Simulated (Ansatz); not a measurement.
Crystal: Ta3AsAu2O13.

```
Ta As Au O
1.0
     5.88672    0.00000    0.00000
     2.19986    5.91413    0.00000
     1.85109    1.73865    7.56124
Ta As Au O
3 1 2 13
Direct
  0.39605 0.05000 0.58683
  0.95891 0.61806 0.76348
  0.06984 0.27356 0.18903
  0.07072 0.88917 0.02743
  0.21939 0.67567 0.38144
  0.68925 0.45927 0.56874
  0.16689 0.59518 0.16534
  0.86104 0.11514 0.11677
  0.26950 0.96377 0.83676
  0.87527 0.82792 0.92000
  0.70329 0.78261 0.54686
  0.17528 0.40817 0.59350
  0.27798 0.92640 0.17203
  0.64612 0.14878 0.61595
  0.14281 0.39538 0.93941
  0.30048 0.17203 0.35732
  0.19051 0.80386 0.59347
  0.70787 0.47140 0.81379
  0.77878 0.42364 0.31185
```

The cell was built by a generator and needn't be a form met in nature.

Base run:

* Program: Ansatz 0.2.0
* Functional: PBE
* Potentials or basis: Ansatz PAW
* Cutoff: 420 eV (not typed: the program's choice for these potentials)
* k mesh: 5 × 5 × 4
* Occupations: fermi-dirac, width 0.05 eV
* Spin: no spin polarisation
* Hubbard terms: Au d U = 8 eV, Ta d U = 8 eV

Its results: band gap on the k mesh 1.73 eV, indirect (least direct gap 1.76 eV); pressure 3.7 GPa; largest force 0.611 eV/Å.

Task: The run is repeated on the same cell with these changes: hubbard terms from Au d U = 8 eV, Ta d U = 8 eV to Au d U = 6 eV, Ta d U = 6 eV. What comes out?

Result: Band gap on the k mesh 1.76 eV, indirect (least direct gap 1.79 eV); pressure 2.6 GPa; largest force 0.427 eV/Å.

Caveats: odd divisions of the mesh miss points on the zone boundary, where band edges often lie, so the gap on the mesh can be too wide; spin-orbit coupling is left out, which moves the levels of the heavy elements.

A k mesh can miss the band edges.
